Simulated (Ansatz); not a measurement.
# SnH₃F: how energies converge with the basis set

Aim: see how fast density functionals converge with the basis set for SnH₃F.

Computed with Ansatz 0.2.0, Gaussian basis. Level: one geometry, several basis sets.

The runs, in order: PBE0-D4/def2-SVP; ωB97M-V/def2-SVP; PBE0-D4/def2-QZVPP; ωB97M-V/def2-QZVPP; the functionals' def2-TZVPP values are taken from earlier runs.

## (1) The relaxed structure

An earlier PBE0-D4 in a triple-zeta def2 set relaxation fixed the geometry. Sn takes the def2 core potential; no spin-orbit term is included.

5 atoms, charge 0, spin multiplicity 1.

Atoms are counted from 1 here; the program's logs count them from 0.

Bond lengths: F1–Sn2 1.926 Å, Sn2–H3 1.701 Å, Sn2–H4 1.701 Å, Sn2–H5 1.701 Å. Angles: F1–Sn2–H3 104.7°, F1–Sn2–H4 104.7°, F1–Sn2–H5 104.7°, H3–Sn2–H4 113.8°, H3–Sn2–H5 113.8°, H4–Sn2–H5 113.8°.

## (2) PBE0-D4 in def2-SVP

The input, in.yaml:

```yaml
crystal:
  periodic: [false, false, false]
  atoms:
    - {symbol: F, position_ang: [-1.285011, 0.718292, 1.005022]}
    - {symbol: Sn, position_ang: [0.100384, -0.065890, -0.079026]}
    - {symbol: H, position_ang: [-0.528442, -0.054778, -1.659125]}
    - {symbol: H, position_ang: [0.318914, -1.626454, 0.560621]}
    - {symbol: H, position_ang: [1.444057, 0.955230, 0.131007]}
basis:
  gaussian: {orbitals: def2-SVP}
hamiltonian: {xc: pbe0, dispersion: d4}
output: {orbitals: {seedname: orbitals}}
```

Further steps of the session: ωB97M-V in def2-SVP; PBE0-D4 in def2-QZVPP; ωB97M-V in def2-QZVPP.

Q: Predict the results of all the runs planned. Wanted: PBE0-D4: double and triple zeta above quadruple; ωB97M-V: double and triple zeta above quadruple.

As calculated:

| quantity | value |
| --- | --- |
| PBE0-D4: double and triple zeta above quadruple | 4.14, 0.24 eV |
| ωB97M-V: double and triple zeta above quadruple | 4.27, 0.23 eV |

In words: PBE0-D4 gains 3.90 eV from double to triple zeta, then 0.24 eV more. Total energies overstate the basis error of differences, where much of it tends to cancel. The LUMO of ωB97M-V is positive and keeps falling with the basis (1.28 to 0.46 eV): an unbound level that the basis holds in place.
